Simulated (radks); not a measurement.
# Sb²⁺ in [Kr] 4d9.5 5s2 5p1 6s0.5: an all-electron calculation

An exercise on one series of results from a longer session: the logs are not shown, and one member is left open.

The numbers are computed with radks (a radial shooting solver on a logarithmic mesh, Libxc functionals) version 1 (scalar-relativistic Kohn-Sham, PBE, spin-unpolarised, spherical densities, point nucleus), except any that are marked as measured or tabulated.

## The atom as given

```
element       : antimony (Z = 51)
charge        : +2
electrons     : 49
configuration : [Kr] 4d9.5 5s2 5p1 6s0.5
```

Set-up of the first run:

Input:

```text
Z 51
configuration [Kr] 4d9.5 5s2 5p1 6s0.5
relativity scalar-relativistic
functional pbe,pbe
spin unpolarised
nucleus point
c 137.035999084
```

On the command line:

```console
$ python run_ks.py task.json out
```

This one command runs every case of the session in turn.

One of the session's tables, all rows but one given; the rest of the session is left out.

It belongs to the step «Orbitals and density». From the orbitals of this run (lengths in bohr):

```
level      <r>  outermost maximum (interpolated)  90 % within  nodes
   1s  0.02842                            0.0183       0.0511      0
   2s   0.1226                             0.104        0.189      1
   2p   0.1071                            0.0830        0.174      0
   3s   0.3305                             0.300        0.486      2
   3p   0.3287                             0.293        0.494      1
   3d   0.3054                             0.244        0.481      0
   4s   0.7888                             0.722         1.14      3
   4p   0.8485                             0.761         1.24      2
   4d        ?                                 ?            ?      ?
   5s    2.030                              1.81         2.93      4
   5p    2.402                              2.10         3.51      3
   6s    4.641                              4.36         6.56      5
```

Q: Estimate the row for 4d from the others.

The run gave: <r>: 1.011; outermost maximum (interpolated): 0.842; 90 % within: 1.55; nodes: 1. In the column «<r>» it lies between 4p (0.8485) and 5s (2.030).
